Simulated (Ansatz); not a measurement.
# C (C, beta-Sn type): the cost of one run

Program: Ansatz 0.2.0. Level of theory: DFT r2SCAN, plane waves (500 eV) with PAW, scalar-relativistic; PAW files made under PBE, frozen cores solved again for the functional. These are calculated values, not measurements.

## 1. The starting structure

It takes space group I4_1/amd (No. 141, tetragonal). Conventional cell: a = 3.706 Å, b = 3.706 Å, c = 2.023 Å, α = 90.00°, β = 90.00°, γ = 90.00°. C (site symmetry -4m2) is surrounded by 6 C at 1.92 to 2.02 Å.

Coordinates:

```cif
data_structure
_symmetry_space_group_name_H-M 'I4_1/amd:1'
_symmetry_Int_Tables_number 141
_cell_length_a 3.7058
_cell_length_b 3.7058
_cell_length_c 2.0234
_cell_angle_alpha 90.000
_cell_angle_beta 90.000
_cell_angle_gamma 90.000
_cell_volume 27.79
loop_
_atom_site_label
_atom_site_type_symbol
_atom_site_symmetry_multiplicity
_atom_site_Wyckoff_symbol
_atom_site_fract_x
_atom_site_fract_y
_atom_site_fract_z
_atom_site_occupancy
C1 C 4 a 0.00000 0.00000 0.00000 1
```

## 2. Relaxation of the cell

input.yaml

```yaml
crystal:
  lattice:
    - [-1.8529167617, 1.8529167617, 1.0116925519]
    - [1.8529167617, -1.8529167617, 1.0116925519]
    - [1.8529167617, 1.8529167617, -1.0116925519]
  atoms:
    - { symbol: C, position: [0.0, 0.0, 0.0] }
    - { symbol: C, position: [0.75, 0.25, 0.5] }
hamiltonian:
  xc: r2scan
  pseudopotentials:
    kind: paw
    azcp:
      C: "pseudopotentials/C.paw.azcp"
basis:
  ecutwfc: 500
  fft_grid_basis: typed
kpoints:
  mp_grid: { grid: [17, 17, 12], shift: [0, 0, 0] }
magnetization:
  spin_polarized: false
scf:
  occupations: { method: fermi_dirac, width: 0.1 }
relax:
  max_steps: 60
  f_tol: 0.01
  cell: {}
```

Launch:

```bash
> ansatz run input.yaml --threads 1 --pin off --max-ram 3584MiB --backend cpu --events-out ev --progress --plain --runs-dir out
```

Q: Estimate wall time and peak memory on 1 thread of Intel Xeon Platinum 8259CL at 2.50GHz (Skylake/Cascade Lake), shared host.

About 6.4 min, with a peak of 0.7 GiB.
